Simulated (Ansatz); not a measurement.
What does this script print? It uses the Python package of Ansatz (0.2.0).

`c4h7fse_opt.py`:
```python
# -*- coding: utf-8 -*-
'''Minimum-energy structure of C4H7FSe.'''

import itertools
import warnings

import ansatz as az
from ase import Atoms
from ase.data import atomic_numbers, covalent_radii
import numpy as np

warnings.simplefilter('ignore', az.DeckWarning)

atoms = Atoms(['C', 'C', 'C', 'Se', 'C', 'F', 'H', 'H', 'H', 'H', 'H', 'H', 'H'], positions=[
    (-1.0741, 1.2515, 0.6053),
    (-0.7108, 0.2219, -0.1651),
    (-1.2512, -1.1525, 0.0928),
    (0.5117, 0.5089, -1.6277),
    (2.0525, 0.0914, -0.5118),
    (2.1967, 1.0558, 0.4675),
    (-0.6828, 2.2456, 0.4148),
    (-1.7633, 1.1115, 1.4328),
    (-0.8426, -1.8723, -0.6467),
    (-0.9611, -1.4866, 1.1113),
    (-2.3584, -1.1455, 0.0087),
    (1.9193, -0.9035, -0.0385),
    (2.9643, 0.0738, -1.1433),
])
system = az.Crystal.molecule_from_ase(atoms)

calculation = (
    system.calculation()
    .basis(gaussian='def2-SVP')  # the orbital basis, by name
    .functional('r2scan')
)
symbols = [site.symbol for site in system.cartesian_sites]
start = np.array([site.position_ang for site in system.cartesian_sites], dtype=float)
def progress(event):
    if event['event'] == 'relax_step':
        row = event['data']
        print(f'step {row["step"]:3d}  E = {row["lagrangian_ev"]:.6f} eV  largest force component {row["allowed_force_max_ev_ang"]:.4f} eV/A')


data = calculation.relax(force_tolerance=0.02).session().plan().execute(on_event=progress).report
end = np.array(data['positions_ang'])

for key in ('converged', 'free_energy_ev', 'reference_energy_ev', 'n_frozen', 'n_occupied', 'n_virtual'):
    print(f'{key:22s} {data[key]}')

# pairs closer than 1.2 times the sum of covalent radii, before or after
radius = [covalent_radii[atomic_numbers[s]] for s in symbols]
span = lambda where, i, j: np.linalg.norm(where[i] - where[j])
bonded = [(i, j) for i, j in itertools.combinations(range(len(symbols)), 2) if min(span(start, i, j), span(end, i, j)) < 1.2 * (radius[i] + radius[j])]
print('pair        before    after (A)')
for i, j in bonded:
    print(f'{symbols[i]}{i}-{symbols[j]}{j}'.ljust(10), f'{span(start, i, j):8.4f} {span(end, i, j):8.4f}')
with open('c4h7fse_opt.xyz', 'w') as handle:
    handle.write(f'{len(symbols)}\nrelaxed C4H7FSe\n')
    handle.writelines(f'{s:2s} {x:11.6f} {y:11.6f} {z:11.6f}\n' for s, (x, y, z) in zip(symbols, end))
```

Running `python c4h7fse_opt.py` prints:
```text
step   1  E = -72310.317088 eV  largest force component 0.5578 eV/A
step   2  E = -72310.365816 eV  largest force component 0.2528 eV/A
step   3  E = -72310.369573 eV  largest force component 0.2738 eV/A
step   4  E = -72310.366352 eV  largest force component 0.3160 eV/A
step   5  E = -72310.377245 eV  largest force component 0.0543 eV/A
step   6  E = -72310.377783 eV  largest force component 0.0501 eV/A
step   7  E = -72310.379825 eV  largest force component 0.2344 eV/A
step   8  E = -72310.383448 eV  largest force component 0.2756 eV/A
step   9  E = -72310.398285 eV  largest force component 0.3100 eV/A
step  10  E = -72310.396706 eV  largest force component 0.7604 eV/A
step  11  E = -72310.412150 eV  largest force component 0.2716 eV/A
step  12  E = -72310.424593 eV  largest force component 0.2518 eV/A
step  13  E = -72310.445152 eV  largest force component 0.2706 eV/A
step  14  E = -72310.457225 eV  largest force component 0.4129 eV/A
step  15  E = -72310.466013 eV  largest force component 0.2627 eV/A
step  16  E = -72310.481198 eV  largest force component 0.1675 eV/A
step  17  E = -72310.484701 eV  largest force component 0.1227 eV/A
step  18  E = -72310.488525 eV  largest force component 0.3957 eV/A
step  19  E = -72310.492921 eV  largest force component 0.2089 eV/A
step  20  E = -72310.496611 eV  largest force component 0.0682 eV/A
step  21  E = -72310.497195 eV  largest force component 0.4800 eV/A
step  22  E = -72310.508630 eV  largest force component 0.3190 eV/A
step  23  E = -72310.517561 eV  largest force component 0.1809 eV/A
step  24  E = -72310.531468 eV  largest force component 0.3039 eV/A
step  25  E = -72310.535848 eV  largest force component 0.4908 eV/A
step  26  E = -72310.547662 eV  largest force component 0.2893 eV/A
step  27  E = -72310.549359 eV  largest force component 0.1256 eV/A
step  28  E = -72310.555003 eV  largest force component 0.1017 eV/A
step  29  E = -72310.556369 eV  largest force component 0.0387 eV/A
step  30  E = -72310.557042 eV  largest force component 0.0252 eV/A
step  31  E = -72310.557677 eV  largest force component 0.0426 eV/A
step  32  E = -72310.557870 eV  largest force component 0.0334 eV/A
step  33  E = -72310.557972 eV  largest force component 0.0143 eV/A
converged              True
free_energy_ev         -72310.55798123324
reference_energy_ev    -72310.55798123324
n_frozen               0
n_occupied             [37, 37]
n_virtual              [100, 100]
pair        before    after (A)
C0-C1        1.3363   1.3418
C0-H6        1.0852   1.0937
C0-H7        1.0860   1.0950
C1-C2        1.4992   1.4966
C1-Se3       1.9277   1.9245
C2-H8        1.1099   1.1023
C2-H9        1.1105   1.1003
C2-H10       1.1104   1.1031
Se3-C4       1.9477   1.9450
C4-F5        1.3820   1.3724
C4-H11       1.1098   1.1010
C4-H12       1.1093   1.1026
```

File `c4h7fse_opt.xyz` afterwards:
```text
13
relaxed C4H7FSe
C    -1.577944    1.431602    0.651524
C    -0.703793    0.548000    0.146007
C    -0.773086   -0.929903    0.371448
Se    0.702624    1.223784   -0.980563
C     1.949841   -0.264382   -0.866648
F     2.479137   -0.429982    0.388696
H    -1.482949    2.508782    0.487449
H    -2.425818    1.083242    1.250502
H     0.142974   -1.296296    0.862994
H    -1.631197   -1.173121    1.015744
H    -0.885064   -1.480630   -0.577799
H     1.452096   -1.199226   -1.167532
H     2.753379   -0.021870   -1.581722
```

Caveats:
- The settings weren't tested for convergence.
- The end point is the stationary point reached from this start; no frequency run checks that it is a minimum, and the basis set is modest.
- Finished in 6.7 min on 1 thread of Arm Neoverse V1 (shared host), peak memory 0.3 GiB.

(A comment or docstring line of the script was reworded after the run, the code is as it ran; lines on the test bed's own set-up are left out of the output.)
